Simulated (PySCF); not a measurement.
# SnN2: structure of the singlet

The task is one start of a wider search on SnN2: the singlet, from a linear start. It is relaxed, tested by its Hessian and followed downhill if it is a saddle.

Method: PBE0, basis Sn def2-TZVP with ECP28, N def2-TZVP, scalar-relativistic core potentials, no spin–orbit coupling, density fitting; program: PySCF 2.14.0.

### 1 The system as given

3 atoms, charge 0, spin multiplicity 1.

Bond lengths: Sn1–N2 1.900 Å, Sn1–N3 1.900 Å. Angles: N2–Sn1–N3 180.0°.

Coordinates in bohr (charge 0 multiplicity 1):
```
Sn    0.0000    0.0000    0.0000
N     0.0000    0.0000    3.5905
N     0.0000    0.0000   -3.5905
```

### 2 Finding the electronic state

One driver script runs all steps and calls PySCF; scf.py shows how it sets up the SCF of each step. The optimiser is the driver's own. After this first run the driver tries any further starts and a stability analysis.

The input, scf.py:

```python
from pyscf import gto, scf, dft
mol = gto.M(atom='''
Sn     0.000000     0.000000     0.000000
N      0.000000     0.000000     1.900000
N      0.000000     0.000000    -1.900000''',
    basis={'Sn': 'def2-TZVP', 'N': 'def2-TZVP'},
    ecp={'Sn': 'def2-TZVP'},
    charge=0, spin=0)
mf = dft.RKS(mol, xc='PBE0')
mf.grids.atom_grid = (50, 194)
aux = {'Sn': 'def2-universal-JKFIT', 'N': 'def2-universal-JKFIT'}
mf = mf.density_fit(auxbasis=aux)
mf.conv_tol = 1e-08
mf.diis_space = 10
mf.max_cycle = 60
mf.init_guess = 'minao'
mf.verbose = 4
mf.kernel()
```

Launch:

```sh
$ OMP_NUM_THREADS=2 python axn.py task.json out
```

Further steps of the session: Linear start, singlet: relaxation; Hessian and properties; A spin-polarised start; Hessian and properties.

**Question.** What will these runs give? Wanted: minimum; geometry; wavenumbers; dipole moment; highest occupied, lowest empty level; polar-tensor charge of Sn1; zero-point energy; atomisation energy; ⟨S²⟩.

As calculated:

```
                                          quantity                             value
                                           minimum     broken-symmetry (Ms = 0), D∞h
                                          geometry  Sn–N 1.891 Å (×2); N–Sn–N 180.0°
                                wavenumbers (cm⁻¹)                125, 125, 638, 711
                                     dipole moment                            0.00 D
highest occupied, lowest empty level (either spin)                   -7.49, -4.62 eV
                        polar-tensor charge of Sn1                           -0.45 e
                                 zero-point energy                        9.6 kJ/mol
                               entropy at 298.15 K                   261.1 J/(mol K)
         atomisation energy (no zero-point energy)                        316 kJ/mol
                                              ⟨S²⟩                             1.169
```

What this shows: The linear start keeps its D∞h symmetry and ends in a minimum. The determinant is spin-contaminated (⟨S²⟩ = 1.17 against 0.00), so it is no pure spin state. In the infrared the band at 638 cm⁻¹ (stretch) leads. Sn1 has a polar-tensor charge of -0.5 e (a dipole derivative, not a static charge), yet symmetry cancels the bond dipoles. Other starts or spin states, not run here, may lie lower. The SCF density has lower symmetry than the nuclear frame.
